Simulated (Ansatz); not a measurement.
**CH4O3Si: basis-set convergence**

The task here is to estimate one member of a computed series from the others.

The runs use Ansatz 0.2.0, Gaussian basis; one geometry, several basis sets.

Plan: PBE0-D4/def2-SVP; ωB97M-V/def2-SVP; PBE0-D4/def2-QZVPP; ωB97M-V/def2-QZVPP; the functionals' def2-TZVPP values are taken from earlier runs.

## The geometry

An earlier PBE0-D4 in a triple-zeta def2 set relaxation fixed the geometry.

SMILES `O[Si]1(O)CO1`, 9 atoms, charge 0, spin multiplicity 1.

Atoms are counted from 1 here; the program's logs count them from 0.

Bond lengths: O1–Si2 1.619 Å, O1–H6 0.958 Å, Si2–O3 1.619 Å, Si2–C4 1.792 Å, Si2–O5 1.634 Å, O3–H7 0.958 Å, C4–O5 1.522 Å, C4–H8 1.089 Å, C4–H9 1.089 Å. Angles: Si2–O1–H6 116.7°, O1–Si2–O3 103.9°, O1–Si2–C4 125.9°, O1–Si2–O5 120.5°, O3–Si2–C4 125.8°, O3–Si2–O5 120.6°, C4–Si2–O5 52.5°, Si2–O3–H7 116.8°, Si2–C4–O5 58.4°, Si2–C4–H8 123.5°, Si2–C4–H9 123.5°, O5–C4–H8 111.6°, O5–C4–H9 111.6°, H8–C4–H9 112.0°, Si2–O5–C4 69.1°.

Geometry (Å):

```xyz
9
charge 0, multiplicity 1
O    -0.8670    0.3085   -1.7251
Si    0.1367    0.1133   -0.4697
O     1.5864   -0.0950   -1.1600
C    -0.3297   -0.4254    1.1750
O    -0.0223    1.0341    0.8703
H    -1.7707    0.5537   -1.5208
H     2.3424   -0.1353   -0.5724
H     0.3751   -0.8413    1.8928
H    -1.3623   -0.5589    1.4928
```

Set-up of the first run:

Input file in.yaml:

```yaml
crystal:
  periodic: [false, false, false]
  atoms:
    - {symbol: O, position_ang: [-0.867042, 0.308479, -1.725141]}
    - {symbol: Si, position_ang: [0.136662, 0.113299, -0.469694]}
    - {symbol: O, position_ang: [1.586385, -0.095020, -1.160015]}
    - {symbol: C, position_ang: [-0.329740, -0.425391, 1.175030]}
    - {symbol: O, position_ang: [-0.022295, 1.034071, 0.870333]}
    - {symbol: H, position_ang: [-1.770707, 0.553720, -1.520769]}
    - {symbol: H, position_ang: [2.342400, -0.135257, -0.572369]}
    - {symbol: H, position_ang: [0.375102, -0.841317, 1.892808]}
    - {symbol: H, position_ang: [-1.362264, -0.558887, 1.492816]}
basis:
  gaussian: {orbitals: def2-SVP}
hamiltonian: {xc: pbe0, dispersion: d4}
output: {orbitals: {seedname: orbitals}}
```

Started as:

```console
ansatz run in.yaml --threads 2 --pin off --events-out ev --progress --plain --max-ram 4352MiB
```

Steps of the session up to this table: PBE0-D4 in def2-SVP; ωB97M-V in def2-SVP; PBE0-D4 in def2-QZVPP; ωB97M-V in def2-QZVPP.

One of the session's tables, all rows but one given; the rest of the session is left out.

It belongs to the step «Density functionals: the series». 

```
functional       basis  HOMO (eV)  LUMO (eV)
   PBE0-D4    def2-SVP      -7.38       0.67
   PBE0-D4  def2-TZVPP      -7.54       0.20
   PBE0-D4  def2-QZVPP      -7.59      -0.15
   ωB97M-V    def2-SVP      -9.67       2.42
   ωB97M-V  def2-TZVPP          ?          ?
   ωB97M-V  def2-QZVPP      -9.90       1.15
```

Estimate the missing values for ωB97M-V, def2-TZVPP.

**Answer.** HOMO (eV): -9.85; LUMO (eV): 1.77. In the column «HOMO (eV)» it lies between ωB97M-V, def2-QZVPP (-9.90) and ωB97M-V, def2-SVP (-9.67).
